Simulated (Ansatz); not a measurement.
H4SSeSi, SMILES S[SiH2][SeH], the energy of protonation at one site

Program: Ansatz 0.2.0 through its Python package.

Notebook, run cell by cell (the value of a cell's last expression is shown):

```python
import ansatz as az
from ase import Atoms
import numpy as np
```

```python
BASIS = 'def2-SVP'
LEVEL = 'MP2'
NET_CHARGE = 1
FORCE_TOL = 0.01

atoms = Atoms(['S', 'Si', 'Se', 'H', 'H', 'H', 'H'], positions=[
    (-2.0511, 0.0655, -0.4497),
    (-0.11, 0.3562, 0.2936),
    (1.0413, -1.5636, -0.0419),
    (-1.5541, -0.1366, -1.7657),
    (0.5559, 1.456, -0.4355),
    (-0.161, 0.681, 1.7303),
    (2.3403, -0.9265, 0.6231),
])
molecule = az.Crystal.molecule_from_ase(atoms)
```

```python
setup = molecule.calculation()
setup = setup.basis(gaussian=BASIS)
setup = setup.correlation(LEVEL)
symbols = [site.symbol for site in molecule.cartesian_sites]
start = np.array([site.position_ang for site in molecule.cartesian_sites], dtype=float)
r = setup.relax(force_tolerance=0.01, max_steps=100).run(threads=1).report
end = np.array(r['positions_ang'])
```

```python
# put the proton on the side away from the neighbours, slightly off axis
away = sum((end[0] - end[j]) / np.linalg.norm(end[0] - end[j]) for j in [1, 3]) + np.array([0.15, 0.1, -0.2])
proton = end[0] + 1.4 * away / np.linalg.norm(away)
acid = az.Crystal.molecule()
for symbol, place in zip(symbols, end):
    acid = acid.atom(symbol, place.tolist())
acid = acid.atom('H', proton.tolist())
protonated = acid.calculation()
protonated = protonated.basis(gaussian=BASIS)
protonated = protonated.correlation(LEVEL)
protonated = protonated.charge(NET_CHARGE)
protonated = protonated.relax(force_tolerance=FORCE_TOL, max_steps=80)
after = protonated.run(threads=1).report
xyz = np.array(after['positions_ang'])
reach = np.linalg.norm(xyz[:-1] - xyz[-1], axis=1)
print(f'base {r["free_energy_ev"]:.5f} eV, protonated {after["free_energy_ev"]:.5f} eV')
print(f'the proton ends {reach.min():.3f} A from {symbols[reach.argmin()]}{reach.argmin()}')
print(f'electronic proton affinity {96.485332 * (r["free_energy_ev"] - after["free_energy_ev"]):.1f} kJ/mol')
```

    base -84046.25777 eV, protonated -84054.55370 eV
    the proton ends 1.350 A from S0
    electronic proton affinity 800.4 kJ/mol

Reading the output:
- Total energies depend on the basis set; only differences at equal settings carry meaning.
- The proton is put on one chosen atom, which needn't be the most basic site, so the molecule's proton affinity can be higher; the ends are stationary points, not checked by frequencies, and zero-point and thermal terms count only where printed.
- Hardware and time: 2.1 min on 1 thread of Arm Neoverse V1, on a shared host, peak memory 0.27 GiB.
